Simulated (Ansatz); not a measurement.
# Al2Si: a trial structure relaxed

Aim: relax a trial structure of Al2Si and see where it ends.

Computed with Ansatz 0.2.0 (DFT PBE, scalar-relativistic, plane waves, PAW, unless a step's input says otherwise).

### 1 The system as given

It takes space group P4_2/mmc (No. 131, tetragonal). The conventional cell has a = 4.607 Å, b = 4.607 Å, c = 4.493 Å, α = 90.00°, β = 90.00°, γ = 90.00°. Al (site symmetry m2m) has 6 Al at 2.01 to 2.66 Å and 4 Si at 2.51 to 2.60 Å as nearest neighbours. Si (site symmetry mmm) is surrounded by 8 Al at 2.51 to 2.60 Å.

Structure file:

```
Al Si
1.0
     4.60670    0.00000    0.00000
     0.00000    4.60670    0.00000
     0.00000    0.00000    4.49329
Al Si
4 2
Direct
  0.28211 0.50000 0.00000
  0.71789 0.50000 0.00000
  0.50000 0.28211 0.50000
  0.50000 0.71789 0.50000
  0.00000 0.50000 0.50000
  0.50000 0.00000 0.00000
```

The cell is invented: random cell by space group and Wyckoff sites (P4_2/mmc, No. 131). Its size is a rough estimate.

### 2 Probe: one point on a coarse mesh

Contents of input.yaml:

```yaml
crystal:
  lattice:
    - [4.606701, 0.0, 0.0]
    - [0.0, 4.606701, 0.0]
    - [0.0, 0.0, 4.49328519]
  atoms:
    - { symbol: Al, position: [0.28210827, 0.5, 0.0] }
    - { symbol: Al, position: [0.71789173, 0.5, 0.0] }
    - { symbol: Al, position: [0.5, 0.28210827, 0.5] }
    - { symbol: Al, position: [0.5, 0.71789173, 0.5] }
    - { symbol: Si, position: [0.0, 0.5, 0.5] }
    - { symbol: Si, position: [0.5, 0.0, 0.0] }
basis:
  ecutwfc: 420
kpoints:
  mp_grid: { grid: [4, 4, 4] }
hamiltonian:
  xc: pbe
scf:
  occupations: { method: gaussian, width: 0.1 }
  lower_state_search: "off"
output:
  forces: true
  stress: true
  eigenvalues: true
```

Command:

```bash
$ ansatz run input.yaml --threads 1 --pin off --max-ram 2560MiB --backend cpu --events-out ev --progress --plain --runs-dir out
```

The session goes on with these runs: a loose first relaxation; full relaxation.

Q: Predict the outcome of this session. Wanted: conventional cell; volume; energy over the elements; gap on the mesh.

As calculated:

```
                              quantity                                                                      value
symmetry at the end (tolerance 0.05 Å)                                             space group P4_2/mmc (No. 131)
                     conventional cell  a = 5.072 Å, b = 5.072 Å, c = 4.660 Å, α = 90.00°, β = 90.00°, γ = 90.00°
                                volume                                                              19.98 Å³/atom
              energy over the elements                                                              +0.35 eV/atom
                       gap on the mesh                                                               none (metal)
```

In words: The space group P4_2/mmc (No. 131) is kept, and the volume per atom grows by 25.7 % from the first guess. The formation energy is positive, so the separate elements lie lower. No finished test with a distortion of lower symmetry is shown, so the end may be a saddle point.
